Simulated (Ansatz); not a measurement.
The system is TePt.

```
Pt Te
1.0
     3.95488    0.00000    0.00000
    -1.97744    3.42502    0.00000
     0.00000    0.00000    3.85976
Pt Te
1 1
Cartesian
  0.0000 0.0000 0.0000
  1.9774 1.1417 1.9299
```

Measurements of this composition are mostly on another form, of space group No. 166.

* Program: Ansatz 0.2.0
* Task: relaxation of cell and atoms
* Functional: HSE03
* Potentials or basis: Ansatz PAW
* Cutoff: 420 eV (not typed: the program's choice for these potentials)
* k mesh: 4 × 4 × 4
* Occupations: fermi-dirac, width 0.05 eV
* Spin: no spin polarisation

At the start: volume 26.14 Å³/atom.

Q: Where does the relaxation end?

A: It ends after 6 steps and the volume is 21.93 Å³/atom (-16.1 %); space group P-6m2 (No. 187, to 0.05 Å).

Step by step:
```
step  energy change (eV)  largest force (eV/Å)  volume (Å³)
   1              0.0000                0.0000        52.28
   2             -0.4237                0.0000        46.80
   3             -0.5295                0.0000        43.23
   4             -0.5348                0.0000        43.97
   5             -0.5352                0.0000        43.86
   6             -0.5328                0.0000        43.86
```

Final structure:
```
Pt Te
1.0
     3.83533    0.00000    0.00000
    -1.91766    3.32149    0.00000
     0.00000    0.00000    3.44322
Pt Te
1 1
Direct
  0.00000 0.00000 0.00000
  0.66667 0.33333 0.50000
```

Caveat: the k mesh is coarse (spacing up to 0.46 Å⁻¹), so the values aren't converged, least of all with exact exchange; the volume moved by over 15 % at a fixed basis, so the end points are rough; the plane-wave basis is chosen anew once the cell has moved, so the energies of steps on either side of that aren't comparable; the PAW data sets come from PBE, with cores solved anew for the run's functional, which leaves a small shift of forces and pressure.
